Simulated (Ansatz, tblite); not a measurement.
**SiCl3(NiPr2) (C6H14Cl3NSi): one state, many levels, part 1 of 2**

Aim: run the singlet of SiCl3(NiPr2) (C6H14Cl3NSi) at one geometry on many levels, and compare frontier levels, spin and run time.

Computed with Ansatz 0.2.0, Gaussian basis. Level: as each input shows.

The runs, in order: GFN1-xTB, GFN2-xTB, PBE-D4/def2-TZVP, r2SCAN-D4/def2-TZVP, r2SCANh-D4/def2-TZVP, ωB97X-V/def2-TZVP, BHLYP-D4/def2-TZVP, PBE-D4/def2-SVP, PBE0-D4/def2-SVP, HF/STO-3G, HF/6-31G, B3LYP-D4/6-31G, CCSD(T)/def2-SVP, MP2/def2-TZVP, RPA/def2-TZVP.

### Step 1. The relaxed structure

The singlet was relaxed beforehand with r2SCAN-D4/def2-SVP.

25 atoms, charge 0, spin multiplicity 1.

Bond lengths: Si1–Cl2 2.069 Å, Si1–Cl3 2.058 Å, Si1–Cl4 2.068 Å, Si1–N5 1.700 Å, N5–C6 1.484 Å, N5–C9 1.477 Å, C6–C7 1.528 Å, C6–C8 1.528 Å, C6–H12 1.107 Å, C7–H13 1.102 Å, C7–H14 1.101 Å, C7–H15 1.100 Å, C8–H16 1.102 Å, C8–H17 1.100 Å, C8–H18 1.101 Å, C9–C10 1.529 Å, C9–C11 1.529 Å, C9–H19 1.103 Å and more. Angles: Cl2–Si1–Cl3 107.5°, Cl2–Si1–Cl4 105.1°, Cl2–Si1–N5 111.6°, Cl3–Si1–Cl4 107.4°, Cl3–Si1–N5 113.5°, Cl4–Si1–N5 111.4°, Si1–N5–C6 114.0°, Si1–N5–C9 128.8°, C6–N5–C9 117.1°, N5–C6–C7 111.8°, N5–C6–C8 111.9°, N5–C6–H12 106.2°, C7–C6–C8 113.1°, C7–C6–H12 106.7°, C8–C6–H12 106.6°, C6–C7–H13 111.7°, C6–C7–H14 110.5°, C6–C7–H15 110.3° and more.

PBE0-D4/def2-TZVP was run before; its log isn't repeated, and its numbers join the tables.

### Step 2. GFN1-xTB

Tight binding, by tblite at 300 K electronic temperature and without a spin-polarisation term:

```python
tblite.interface.Calculator('GFN1-xTB', numbers, positions, charge=0, uhf=0).singlepoint()
```

Energy -1042.0273 eV, HOMO -10.74 eV, LUMO -4.12 eV; 0.033 s.

### Step 3. GFN2-xTB

Tight binding, by tblite at 300 K electronic temperature and without a spin-polarisation term:

```python
tblite.interface.Calculator('GFN2-xTB', numbers, positions, charge=0, uhf=0).singlepoint()
```

Energy -1046.3919 eV, HOMO -10.62 eV, LUMO -5.03 eV; 0.029 s.

### Step 4. PBE-D4/def2-TZVP

start.molden holds the orbitals of an earlier run on this state, given as this run's starting guess.

Input file in.yaml:

```yaml
crystal:
  periodic: [false, false, false]
  atoms:
    - {symbol: Si, position_ang: [0.795287, 1.869035, 0.889460]}
    - {symbol: Cl, position_ang: [0.598002, 1.899929, 2.949264]}
    - {symbol: Cl, position_ang: [2.791768, 2.112531, 0.455064]}
    - {symbol: Cl, position_ang: [-0.190961, 3.562949, 0.228857]}
    - {symbol: N, position_ang: [0.123220, 0.459519, 0.217052]}
    - {symbol: C, position_ang: [-1.322873, 0.285794, 0.500018]}
    - {symbol: C, position_ang: [-2.156534, 0.301757, -0.780567]}
    - {symbol: C, position_ang: [-1.589914, -0.938353, 1.375200]}
    - {symbol: C, position_ang: [0.790462, -0.604707, -0.560471]}
    - {symbol: C, position_ang: [1.307159, -0.104313, -1.909820]}
    - {symbol: C, position_ang: [1.863878, -1.334739, 0.247876]}
    - {symbol: H, position_ang: [-1.629898, 1.169950, 1.090431]}
    - {symbol: H, position_ang: [-1.917477, -0.554247, -1.432082]}
    - {symbol: H, position_ang: [-3.230145, 0.245610, -0.541798]}
    - {symbol: H, position_ang: [-1.973272, 1.229122, -1.343824]}
    - {symbol: H, position_ang: [-1.320196, -1.874739, 0.860600]}
    - {symbol: H, position_ang: [-1.010634, -0.874625, 2.308665]}
    - {symbol: H, position_ang: [-2.658874, -0.999793, 1.632844]}
    - {symbol: H, position_ang: [-0.002937, -1.340794, -0.775791]}
    - {symbol: H, position_ang: [2.126653, 0.619124, -1.781692]}
    - {symbol: H, position_ang: [0.500842, 0.387769, -2.475305]}
    - {symbol: H, position_ang: [1.690014, -0.944427, -2.511484]}
    - {symbol: H, position_ang: [2.258236, -2.192175, -0.320856]}
    - {symbol: H, position_ang: [2.709373, -0.670473, 0.482403]}
    - {symbol: H, position_ang: [1.448809, -1.709705, 1.195945]}
basis:
  gaussian: {orbitals: def2-TZVP, fitting: {mean_field: def2-universal-jkfit}, initial_orbitals: start.molden}
hamiltonian: {xc: pbe, dispersion: d4}
scf: {omitted_lower_state_checks: [starts]}
output: {forces: true, orbitals: {seedname: orbitals}}
```

Command:

```console
$ ansatz run in.yaml --threads 2 --pin off --events-out ev --progress --plain --max-ram 32768MiB --backend cuda --devices 0, --max-vram 18GiB
```

Output (excerpt; [...] marks lines left out):

```text
Functional definition: PBE
  name "PBE"
  cite "Perdew, Burke & Ernzerhof, Phys. Rev. Lett. 77, 3865 (1996) doi:10.1103/PhysRevLett.77.3865"
  parent pbe
[...]
1291 factors; integrals over basis functions are off by at most 3.9e-1 eV
[...]
mean field -53365.44647077 eV, -1961.1439854020 hartree, gradient 1.2e-5 eV, S^2 0.000000; 0 other end points of the search recorded, 0 dependent functions left out
[...]
reference -53365.44653209 eV, -1961.1439876556 hartree; 61, 61 occupied and 388, 388 virtual orbitals, 1291 factors
Total energy: -53366.39447147 eV, -1961.1788237852 hartree
Atom 0 at     0.795287     1.869035     0.889460 Å, force     0.020375    -0.014729    -0.021299 eV/Å
Atom 1 at     0.598002     1.899929     2.949264 Å, force     0.014630     0.009986    -0.045339 eV/Å
Atom 2 at     2.791768     2.112531     0.455064 Å, force    -0.085956    -0.012020     0.028343 eV/Å
Atom 3 at    -0.190961     3.562949     0.228857 Å, force     0.024822    -0.031765     0.017449 eV/Å
Atom 4 at     0.123220     0.459519     0.217052 Å, force     0.092027     0.164017     0.071277 eV/Å
Atom 5 at    -1.322873     0.285794     0.500018 Å, force    -0.062522     0.059989     0.059689 eV/Å
Atom 6 at    -2.156534     0.301757    -0.780567 Å, force    -0.058739     0.006172    -0.100399 eV/Å
Atom 7 at    -1.589914    -0.938353     1.375200 Å, force    -0.018775    -0.096649     0.069070 eV/Å
[...]
Atom 9 at     1.307159    -0.104313    -1.909820 Å, force     0.042363     0.056372    -0.109608 eV/Å
Atom 10 at     1.863878    -1.334739     0.247876 Å, force     0.087570    -0.052460     0.069979 eV/Å
Atom 11 at    -1.629898     1.169950     1.090431 Å, force     0.024530    -0.031619    -0.029929 eV/Å
Atom 12 at    -1.917477    -0.554247    -1.432082 Å, force    -0.017325     0.043300     0.030174 eV/Å
Atom 13 at    -3.230145     0.245610    -0.541798 Å, force     0.053990    -0.001094    -0.006264 eV/Å
Atom 14 at    -1.973272     1.229122    -1.343824 Å, force    -0.023623    -0.060012     0.019709 eV/Å
Atom 15 at    -1.320196    -1.874739     0.860600 Å, force    -0.015226     0.045759     0.028689 eV/Å
Atom 16 at    -1.010634    -0.874625     2.308665 Å, force    -0.042679    -0.021670    -0.051622 eV/Å
Atom 17 at    -2.658874    -0.999793     1.632844 Å, force     0.050563     0.004407    -0.017009 eV/Å
Atom 18 at    -0.002937    -1.340794    -0.775791 Å, force     0.034129     0.038989     0.014314 eV/Å
Atom 19 at     2.126653     0.619124    -1.781692 Å, force    -0.055268    -0.051445    -0.018755 eV/Å
Atom 20 at     0.500842     0.387769    -2.475305 Å, force     0.061063    -0.035833     0.032777 eV/Å
Atom 21 at     1.690014    -0.944427    -2.511484 Å, force    -0.019226     0.038716     0.035048 eV/Å
Atom 22 at     2.258236    -2.192175    -0.320856 Å, force    -0.022716     0.042857     0.021946 eV/Å
Atom 23 at     2.709373    -0.670473     0.482403 Å, force    -0.047104    -0.046922    -0.010470 eV/Å
Atom 24 at     1.448809    -1.709705     1.195945 Å, force     0.032671     0.021668    -0.061702 eV/Å
Dipole moment:    -0.245751    -0.512723    -0.237714 e Å
Checks for a lower state left out: starts
```

Wall time 6 s (1 × H100 (card shared with other runs) with 2 threads of AMD EPYC 7R13, shared host); peak host memory 0.84 GiB.

From the report: HOMO -5.66 eV, LUMO -0.88 eV.

### Step 5. r2SCAN-D4/def2-TZVP

in.yaml: that of step 4 with these lines changed.

```diff
@@ -30,3 +30,3 @@
   gaussian: {orbitals: def2-TZVP, fitting: {mean_field: def2-universal-jkfit}, initial_orbitals: start.molden}
-hamiltonian: {xc: pbe, dispersion: d4}
+hamiltonian: {xc: r2scan, dispersion: d4}
 scf: {omitted_lower_state_checks: [starts]}
```

The command is unchanged.

Output (excerpt; [...] marks lines left out):

```text
Functional definition: r2SCAN
  name "r2SCAN"
  cite "Furness, Kaplan, Ning, Perdew & Sun, J. Phys. Chem. Lett. 11, 8208 (2020) doi:10.1021/acs.jpclett.0c02405"
  cite "Furness, Kaplan, Ning, Perdew & Sun, J. Phys. Chem. Lett. 11, 9248 (2020) doi:10.1021/acs.jpclett.0c03077"
  parent r2scan
[...]
1291 factors; integrals over basis functions are off by at most 3.9e-1 eV
[...]
mean field -53388.03772476 eV, -1961.9741986730 hartree, gradient 1.7e-5 eV, S^2 0.000000; 0 other end points of the search recorded, 0 dependent functions left out
[...]
reference -53388.03774113 eV, -1961.9741992749 hartree; 61, 61 occupied and 388, 388 virtual orbitals, 1291 factors
Total energy: -53388.30985883 eV, -1961.9841994157 hartree
Atom 0 at     0.795287     1.869035     0.889460 Å, force    -0.039548    -0.117453    -0.070396 eV/Å
[...]
Atom 16 at    -1.010634    -0.874625     2.308665 Å, force    -0.153185    -0.029011    -0.246893 eV/Å
Atom 17 at    -2.658874    -0.999793     1.632844 Å, force     0.270232     0.028921    -0.078011 eV/Å
Atom 18 at    -0.002937    -1.340794    -0.775791 Å, force     0.196621     0.191712     0.059441 eV/Å
Atom 19 at     2.126653     0.619124    -1.781692 Å, force    -0.224444    -0.207357    -0.040271 eV/Å
Atom 20 at     0.500842     0.387769    -2.475305 Å, force     0.211838    -0.134151     0.156960 eV/Å
Atom 21 at     1.690014    -0.944427    -2.511484 Å, force    -0.100309     0.204596     0.170192 eV/Å
Atom 22 at     2.258236    -2.192175    -0.320856 Å, force    -0.111489     0.224347     0.129376 eV/Å
Atom 23 at     2.709373    -0.670473     0.482403 Å, force    -0.223966    -0.182292    -0.065682 eV/Å
Atom 24 at     1.448809    -1.709705     1.195945 Å, force     0.101683     0.103567    -0.251621 eV/Å
Dipole moment:    -0.250975    -0.533822    -0.248426 e Å
Checks for a lower state left out: starts
```

It took 7.5 s on 1 × H100 (card shared with other runs) with 2 threads of AMD EPYC 7R13, shared host; peak host memory 0.86 GiB.

HOMO -5.92 eV, LUMO -0.50 eV.

### Step 6. r2SCANh-D4/def2-TZVP

in.yaml: that of step 5 with these lines changed.

```diff
@@ -30,4 +30,4 @@
   gaussian: {orbitals: def2-TZVP, fitting: {mean_field: def2-universal-jkfit}, initial_orbitals: start.molden}
-hamiltonian: {xc: r2scan, dispersion: d4}
+hamiltonian: {xc: {name: r2SCANh}, dispersion: d4}
 scf: {omitted_lower_state_checks: [starts]}
-output: {forces: true, orbitals: {seedname: orbitals}}
+output: {orbitals: {seedname: orbitals}}
```

The command is unchanged.

Output (excerpt; [...] marks lines left out):

```text
Functional definition: r2SCANh
  name "r2SCANh"
  cite "Bursch, Neugebauer, Ehlert & Grimme, J. Chem. Phys. 156, 134105 (2022) doi:10.1063/5.0086040"
  cite "Furness, Kaplan, Ning, Perdew & Sun, J. Phys. Chem. Lett. 11, 8208 (2020) doi:10.1021/acs.jpclett.0c02405"
  cite "Furness, Kaplan, Ning, Perdew & Sun, J. Phys. Chem. Lett. 11, 9248 (2020) doi:10.1021/acs.jpclett.0c03077"
  parent r2scan
[...]
1291 factors; integrals over basis functions are off by at most 3.9e-1 eV
[...]
mean field -53387.60703709 eV, -1961.9583711933 hartree, gradient 1.1e-5 eV, S^2 0.000000; 0 other end points of the search recorded, 0 dependent functions left out
reference -53387.60705214 eV, -1961.9583717462 hartree; 61, 61 occupied and 388, 388 virtual orbitals, 1291 factors
Total energy: -53387.89648454 eV, -1961.9690081910 hartree
Checks for a lower state left out: starts
```

It took 7.5 s on 1 × H100 (card shared with other runs) with 2 threads of AMD EPYC 7R13, shared host; peak host memory 0.86 GiB.

From the report: HOMO -6.42 eV, LUMO -0.15 eV.

### Step 7. ωB97X-V/def2-TZVP

in.yaml: that of step 6 with these lines changed.

```diff
@@ -30,3 +30,3 @@
   gaussian: {orbitals: def2-TZVP, fitting: {mean_field: def2-universal-jkfit}, initial_orbitals: start.molden}
-hamiltonian: {xc: {name: r2SCANh}, dispersion: d4}
+hamiltonian: {xc: {name: wB97X-V}}
 scf: {omitted_lower_state_checks: [starts]}
```

Same command.

Output (excerpt; [...] marks lines left out):

```text
Functional definition: wB97X-V
  name "wB97X-V"
  cite "Mardirossian & Head-Gordon, Phys. Chem. Chem. Phys. 16, 9904 (2014) doi:10.1039/C3CP54374A"
  cite "Becke, J. Chem. Phys. 107, 8554 (1997) doi:10.1063/1.475007"
  cite "Vydrov & Van Voorhis, J. Chem. Phys. 133, 244103 (2010) doi:10.1063/1.3521275"
[...]
      + integral(e_c_pw_opposite_spin*poly(b97_u_opposite, cos0, cos1)) + vv10(b, c)
[...]
1291 factors; integrals over basis functions are off by at most 3.9e-1 eV
1291 factors; integrals over basis functions are off by at most 6.6e-7 eV
[...]
mean field -53387.28557213 eV, -1961.9465575740 hartree, gradient 1.6e-5 eV, S^2 0.000000; 0 other end points of the search recorded, 0 dependent functions left out
reference -53387.28556938 eV, -1961.9465574727 hartree; 61, 61 occupied and 388, 388 virtual orbitals, 1291 factors
Total energy: -53387.28556938 eV, -1961.9465574727 hartree
Checks for a lower state left out: starts
```

Wall time 8.5 s (1 × H100 (card shared with other runs) with 2 threads of AMD EPYC 7R13, shared host); peak host memory 0.94 GiB.

HOMO -9.37 eV, LUMO 2.43 eV.

### Step 8. BHLYP-D4/def2-TZVP

in.yaml: that of step 7 with these lines changed.

```diff
@@ -30,3 +30,3 @@
   gaussian: {orbitals: def2-TZVP, fitting: {mean_field: def2-universal-jkfit}, initial_orbitals: start.molden}
-hamiltonian: {xc: {name: wB97X-V}}
+hamiltonian: {xc: {name: BHLYP}, dispersion: d4}
 scf: {omitted_lower_state_checks: [starts]}
```

Launched as before.

Output:

```text
Functional definition: BHLYP
  name "BHLYP"
  cite "Becke, J. Chem. Phys. 98, 1372 (1993) doi:10.1063/1.464304"
  cite "Becke, Phys. Rev. A 38, 3098 (1988) doi:10.1103/PhysRevA.38.3098"
  cite "Lee, Yang & Parr, Phys. Rev. B 37, 785 (1988) doi:10.1103/PhysRevB.37.785"
  parameter a = 0.5
  exchange = (1 - a)*b88_x + a*exact_x
  correlation = lyp_c
these checks for a lower state are left out or cut short: starts
1291 factors; integrals over basis functions are off by at most 3.9e-1 eV
mean field evaluation 1: about -53390.5270 eV, gradient 1.5e1 eV
mean field evaluation 2: about -53390.7277 eV, gradient 2.7e-1 eV
mean field evaluation 4: about -53390.7249 eV, gradient 5.2e-4 eV
mean field -53390.72488694 eV, -1962.0729500618 hartree, gradient 2.5e-5 eV, S^2 0.000000; 0 other end points of the search recorded, 0 dependent functions left out
reference -53390.72516461 eV, -1962.0729602662 hartree; 61, 61 occupied and 388, 388 virtual orbitals, 1291 factors
Total energy: -53391.88197376 eV, -1962.1154722184 hartree
Checks for a lower state left out: starts
```

Wall time 4.1 s (1 × H100 (card shared with other runs) with 2 threads of AMD EPYC 7R13, shared host); peak host memory 0.82 GiB.

Report: HOMO -8.25 eV, LUMO 1.27 eV.

### Step 9. PBE-D4/def2-SVP

in.yaml: that of step 8 with these lines changed.

```diff
@@ -29,4 +29,4 @@
 basis:
-  gaussian: {orbitals: def2-TZVP, fitting: {mean_field: def2-universal-jkfit}, initial_orbitals: start.molden}
-hamiltonian: {xc: {name: BHLYP}, dispersion: d4}
+  gaussian: {orbitals: def2-SVP, initial_orbitals: start.molden}
+hamiltonian: {xc: pbe, dispersion: d4}
 scf: {omitted_lower_state_checks: [starts]}
```

Launched as before.

Output:

```text
Functional definition: PBE
  name "PBE"
  cite "Perdew, Burke & Ernzerhof, Phys. Rev. Lett. 77, 3865 (1996) doi:10.1103/PhysRevLett.77.3865"
  parent pbe
  parameter kappa = 0.804
  parameter beta = 0.06672455060314922
  exchange = pbe_x(kappa = kappa, mu = beta*pi^2/3)
  correlation = pbe_c(beta = beta)
these checks for a lower state are left out or cut short: starts
2713 factors; their error is unknown
mean field evaluation 1: about -53340.6985 eV, gradient 1.3e1 eV
mean field evaluation 2: about -53341.0721 eV, gradient 2.9e-1 eV
mean field evaluation 4: about -53340.9063 eV, gradient 7.3e-4 eV
mean field -53340.90627110 eV, -1960.2421496981 hartree, gradient 1.2e-5 eV, S^2 0.000000; 0 other end points of the search recorded, 0 dependent functions left out
reference -53340.90631569 eV, -1960.2421513367 hartree; 61, 61 occupied and 179, 179 virtual orbitals, 2713 factors
Total energy: -53341.85425507 eV, -1960.2769874663 hartree
Checks for a lower state left out: starts
```

Wall time 4.6 s (1 × H100 (card shared with other runs) with 2 threads of AMD EPYC 7R13, shared host); peak host memory 0.86 GiB.

HOMO -5.55 eV, LUMO -0.47 eV.

### Step 10. PBE0-D4/def2-SVP

in.yaml: that of step 9 with these lines changed.

```diff
@@ -30,3 +30,3 @@
   gaussian: {orbitals: def2-SVP, initial_orbitals: start.molden}
-hamiltonian: {xc: pbe, dispersion: d4}
+hamiltonian: {xc: pbe0, dispersion: d4}
 scf: {omitted_lower_state_checks: [starts]}
```

Same command.

Output:

```text
Functional definition: PBE0
  name "PBE0"
  cite "Adamo & Barone, J. Chem. Phys. 110, 6158 (1999) doi:10.1063/1.478522"
  cite "Perdew, Burke & Ernzerhof, Phys. Rev. Lett. 77, 3865 (1996) doi:10.1103/PhysRevLett.77.3865"
  parent pbe
  parameter a = 0.25
  parameter kappa = 0.804
  parameter beta = 0.06672455060314922
  exchange = (1 - a)*pbe_x(kappa = kappa, mu = beta*pi^2/3) + a*exact_x
  correlation = pbe_c(beta = beta)
these checks for a lower state are left out or cut short: starts
2767 factors; their error is unknown
mean field evaluation 1: about -53346.0664 eV, gradient 9.0e0 eV
mean field evaluation 2: about -53346.2899 eV, gradient 1.6e-1 eV
mean field evaluation 4: about -53346.4430 eV, gradient 3.8e-4 eV
mean field -53346.44300280 eV, -1960.4456208350 hartree, gradient 2.7e-5 eV, S^2 0.000000; 0 other end points of the search recorded, 0 dependent functions left out
reference -53346.44303753 eV, -1960.4456221113 hartree; 61, 61 occupied and 179, 179 virtual orbitals, 2767 factors
Total energy: -53347.27075121 eV, -1960.4760400282 hartree
Checks for a lower state left out: starts
```

Run time: 7.5 s. Hardware: 1 × H100 (card shared with other runs) with 2 threads of AMD EPYC 7R13, shared host; peak host memory 0.86 GiB.

Report: HOMO -6.95 eV, LUMO 0.56 eV.

### Step 11. HF/STO-3G

in.yaml: that of step 10 with these lines changed.

```diff
@@ -29,4 +29,4 @@
 basis:
-  gaussian: {orbitals: def2-SVP, initial_orbitals: start.molden}
-hamiltonian: {xc: pbe0, dispersion: d4}
+  gaussian: {orbitals: STO-3G}
+hamiltonian: {xc: hf}
 scf: {omitted_lower_state_checks: [starts]}
```

Launched as before.

Output:

```text
Functional definition: HF
  name "HF"
  cite "Fock, Z. Phys. 61, 126 (1930) doi:10.1007/BF01340294"
  parent pbe
  exchange = exact_x
  correlation = 0
these checks for a lower state are left out or cut short: starts
1102 factors; integrals over basis functions are off by at most 4.4e-5 eV
mean field evaluation 1: about -52673.3065 eV, gradient 3.2e1 eV
mean field evaluation 2: about -52673.8775 eV, gradient 3.2e1 eV
mean field evaluation 4: about -52678.4557 eV, gradient 1.7e0 eV
mean field evaluation 8: about -52678.4680 eV, gradient 3.5e-4 eV
mean field -52678.46804176 eV, -1935.8979937867 hartree, gradient 1.6e-5 eV, S^2 0.000000; 0 other end points of the search recorded, 0 dependent functions left out
reference -52678.46804176 eV, -1935.8979937867 hartree; 61, 61 occupied and 24, 24 virtual orbitals, 1102 factors
Total energy: -52678.46804176 eV, -1935.8979937867 hartree
Checks for a lower state left out: starts
```

Wall time 3.3 s (1 × H100 (card shared with other runs) with 2 threads of AMD EPYC 7R13, shared host); peak host memory 0.74 GiB.

HOMO -8.63 eV, LUMO 6.35 eV.

### Step 12. HF/6-31G

in.yaml: that of step 11 with these lines changed.

```diff
@@ -29,3 +29,3 @@
 basis:
-  gaussian: {orbitals: STO-3G}
+  gaussian: {orbitals: 6-31G}
 hamiltonian: {xc: hf}
```

Same command.

Output:

```text
Functional definition: HF
  name "HF"
  cite "Fock, Z. Phys. 61, 126 (1930) doi:10.1007/BF01340294"
  parent pbe
  exchange = exact_x
  correlation = 0
these checks for a lower state are left out or cut short: starts
1902 factors; integrals over basis functions are off by at most 1.6e-4 eV
mean field evaluation 1: about -53250.0184 eV, gradient 3.9e1 eV
mean field evaluation 2: about -53250.0176 eV, gradient 3.9e1 eV
mean field evaluation 4: about -53254.8445 eV, gradient 4.2e0 eV
mean field evaluation 8: about -53254.8937 eV, gradient 4.1e-2 eV
mean field -53254.89370053 eV, -1957.0812460311 hartree, gradient 6.2e-5 eV, S^2 0.000000; 0 other end points of the search recorded, 0 dependent functions left out
reference -53254.89370053 eV, -1957.0812460311 hartree; 61, 61 occupied and 82, 82 virtual orbitals, 1902 factors
Total energy: -53254.89370053 eV, -1957.0812460311 hartree
Checks for a lower state left out: starts
```

Wall time 3.4 s (1 × H100 (card shared with other runs) with 2 threads of AMD EPYC 7R13, shared host); peak host memory 0.78 GiB.

From the report: HOMO -10.53 eV, LUMO 3.13 eV.

### Step 13. B3LYP-D4/6-31G

in.yaml: that of step 12 with these lines changed.

```diff
@@ -30,3 +30,3 @@
   gaussian: {orbitals: 6-31G}
-hamiltonian: {xc: hf}
+hamiltonian: {xc: {name: B3LYP}, dispersion: d4}
 scf: {omitted_lower_state_checks: [starts]}
```

The command is unchanged.

Output (excerpt; [...] marks lines left out):

```text
Functional definition: B3LYP
  name "B3LYP"
  cite "Stephens, Devlin, Chabalowski & Frisch, J. Phys. Chem. 98, 11623 (1994) doi:10.1021/j100096a001"
  cite "Becke, Phys. Rev. A 38, 3098 (1988) doi:10.1103/PhysRevA.38.3098"
  cite "Lee, Yang & Parr, Phys. Rev. B 37, 785 (1988) doi:10.1103/PhysRevB.37.785"
  cite "Vosko, Wilk & Nusair, Can. J. Phys. 58, 1200 (1980) doi:10.1139/p80-159"
[...]
1902 factors; integrals over basis functions are off by at most 1.6e-4 eV
[...]
mean field -53385.49042571 eV, -1961.8805871599 hartree, gradient 2.3e-5 eV, S^2 0.000000; 0 other end points of the search recorded, 0 dependent functions left out
reference -53385.49074725 eV, -1961.8805989762 hartree; 61, 61 occupied and 82, 82 virtual orbitals, 1902 factors
Total energy: -53386.99056275 eV, -1961.9357161792 hartree
Checks for a lower state left out: starts
```

Wall time 7.5 s (1 × H100 (card shared with other runs) with 2 threads of AMD EPYC 7R13, shared host); peak host memory 0.8 GiB.

Report: HOMO -6.84 eV, LUMO -0.83 eV.

(Continued in part 2 of 2.)
